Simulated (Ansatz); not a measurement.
**SiGeH5 radical: how energies converge with the basis set**

An exercise on one series of results from a longer session: the logs are not shown, and one member is left open.

The runs use Ansatz 0.2.0, Gaussian basis; one geometry, several basis sets.

Plan: PBE0-D4/def2-SVP; ωB97M-V/def2-SVP; PBE0-D4/def2-QZVPP; ωB97M-V/def2-QZVPP; the functionals' def2-TZVPP values are taken from earlier runs.

### The relaxed structure

The geometry comes from an earlier relaxation with PBE0-D4 in a triple-zeta def2 set; it is a stationary point, not always the lowest conformer.

SMILES `[SiH2][GeH3]`, 7 atoms, charge 0, spin multiplicity 2.

Atoms are counted from 1 here; the program's logs count them from 0.

Bond lengths: Si1–Ge2 2.371 Å, Si1–H3 1.489 Å, Si1–H4 1.489 Å, Ge2–H5 1.537 Å, Ge2–H6 1.541 Å, Ge2–H7 1.537 Å. Angles: Ge2–Si1–H3 113.4°, Ge2–Si1–H4 113.3°, H3–Si1–H4 109.6°, Si1–Ge2–H5 109.6°, Si1–Ge2–H6 112.0°, Si1–Ge2–H7 109.7°, H5–Ge2–H6 108.4°, H5–Ge2–H7 108.7°, H6–Ge2–H7 108.4°.

Coordinates:

| atom | x (Å) | y (Å) | z (Å) |
| --- | --- | --- | --- |
| Si1 | -0.09467 | -1.42364 | -0.16342 |
| Ge2 | 0.28873 | 0.91473 | -0.09768 |
| H3 | 0.17323 | -2.10339 | 1.13390 |
| H4 | -1.45637 | -1.78471 | -0.64537 |
| H5 | 0.03708 | 1.51709 | -1.48900 |
| H6 | -0.63384 | 1.62293 | 0.91319 |
| H7 | 1.74693 | 1.18910 | 0.30269 |

Set-up of the first run:

in.yaml

```yaml
crystal:
  periodic: [false, false, false]
  atoms:
    - {symbol: Si, position_ang: [-0.094668, -1.423641, -0.163423]}
    - {symbol: Ge, position_ang: [0.288734, 0.914732, -0.097681]}
    - {symbol: H, position_ang: [0.173227, -2.103391, 1.133895]}
    - {symbol: H, position_ang: [-1.456366, -1.784714, -0.645368]}
    - {symbol: H, position_ang: [0.037085, 1.517085, -1.489004]}
    - {symbol: H, position_ang: [-0.633841, 1.622932, 0.913192]}
    - {symbol: H, position_ang: [1.746931, 1.189097, 0.302690]}
basis:
  gaussian: {orbitals: def2-SVP}
magnetization: {spin_polarized: true, initial_magnetization: 1}
hamiltonian: {xc: pbe0, dispersion: d4}
output: {orbitals: {seedname: orbitals}}
```

Command:

```
ansatz run in.yaml --threads 2 --pin off --events-out ev --progress --plain --max-ram 22528MiB --backend cpu
```

Among the steps run: PBE0-D4 in def2-SVP; ωB97M-V in def2-SVP; PBE0-D4 in def2-QZVPP; ωB97M-V in def2-QZVPP.

One table of the session follows, with a row left open; its other results are not shown here.

It belongs to the step «Density functionals: the series». 

```
functional       basis  HOMO (eV)  LUMO (eV)
   PBE0-D4    def2-SVP      -6.25      -2.65
   PBE0-D4  def2-TZVPP          ?          ?
   PBE0-D4  def2-QZVPP      -6.27      -2.69
   ωB97M-V    def2-SVP      -7.93      -0.96
   ωB97M-V  def2-TZVPP      -7.97      -1.07
   ωB97M-V  def2-QZVPP      -7.98      -1.13
```

Q: Estimate the row for PBE0-D4, def2-TZVPP from the others.

**Answer.** HOMO (eV): -6.27; LUMO (eV): -2.68.
